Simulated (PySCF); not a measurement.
**[PbO(OH)]−: other functionals and bases at one geometry**

One table from this session's results is given with a row withheld; the runs are named, their logs left out.

Program: PySCF 2.14.0. Level of theory: several levels, as the steps say, no spin–orbit coupling. These are calculated values, not measurements.

1 further run of the same task is left out (for a known fault of the program).

### The system as given

4 atoms, charge -1, spin multiplicity 1.

Bond lengths: Pb1–O2 1.976 Å, Pb1–O3 2.224 Å, O3–H4 0.966 Å. Angles: O2–Pb1–O3 102.1°, Pb1–O3–H4 101.6°.

Coordinates:

```xyz
4
HO2Pb
Pb   -0.1647    0.0094   -0.3748
O     1.4520   -0.0093    0.7616
O    -1.7963    0.0344    1.1365
H    -2.5818    0.0546    0.5748
```

Formal oxidation states: Pb +2. An earlier session relaxed this geometry at PBE0, Pb def2-SVP with ECP60, O def2-SVP, H def2-SVP (singlet, point group Cs).

At PBE0 on the finer grid: E = -343.637583 Eh, HOMO -0.23 eV, LUMO 3.89 eV, Mulliken charge on Pb1 +0.21 e, largest force component 0.012 eV/Å. 

Levels to run: wB97X; HF; PBE0, TZVP. Hardware: 2 threads of Intel Xeon Platinum 8375C at 2.90GHz (Ice Lake), shared host.

Set-up of the first run:

run.py (the lines that set the calculation) reads:

```python
mol = gto.M(atom='''
Pb    -0.16470     0.00937    -0.37483
O      1.45199    -0.00930     0.76157
O     -1.79631     0.03438     1.13653
H     -2.58182     0.05464     0.57480''',
    basis={'Pb': 'def2-SVP', 'O': 'def2-SVP', 'H': 'def2-SVP'},
    ecp={'Pb': 'def2-SVP'},
    charge=-1, spin=0)
mf = dft.RKS(mol, xc='WB97X')
mf.grids.atom_grid = (75, 302)
mf = mf.density_fit()  # fitting sets: Pb def2-universal-JKFIT, O def2-universal-JKFIT, H def2-universal-JKFIT
mf.conv_tol = 1e-08; mf.max_cycle = 55
mf.kernel(dm0)  # dm0: the density of the relaxed state
```

The run is started by

```sh
$ OMP_NUM_THREADS=2 python run.py
```

Among the steps run: wB97X; HF; PBE0, TZVP.

One of the session's tables, all rows but one given; the rest of the session is left out.

```
              level  HOMO (eV)  gap (eV)  charge on Pb1 (e)  dipole (D)  largest force component (eV/Å)
PBE0 (relaxed here)      -0.23      4.13               0.21        5.87                            0.01
              wB97X      -2.43      8.11               0.23        6.11                            0.34
                 HF          ?         ?                  ?           ?                               ?
         PBE0, TZVP      -0.72      4.06               0.40        6.57                            0.39
```

**Question.** Estimate the row for HF.

As computed: HOMO (eV): -3.20; gap (eV): 9.47; charge on Pb1 (e): 0.56; dipole (D): 7.13; largest force component (eV/Å): 1.05. In the column «HOMO (eV)» it is the lowest.

The dipole of a charged species depends on the origin, so these sizes hold for this origin alone.

In one basis the HOMO–LUMO gap runs from 4.13 eV (PBE0) to 9.47 eV (HF). The largest leftover force, 1.05 eV/Å with HF, stands at a geometry relaxed at another level. Total energies of different levels can't be compared.
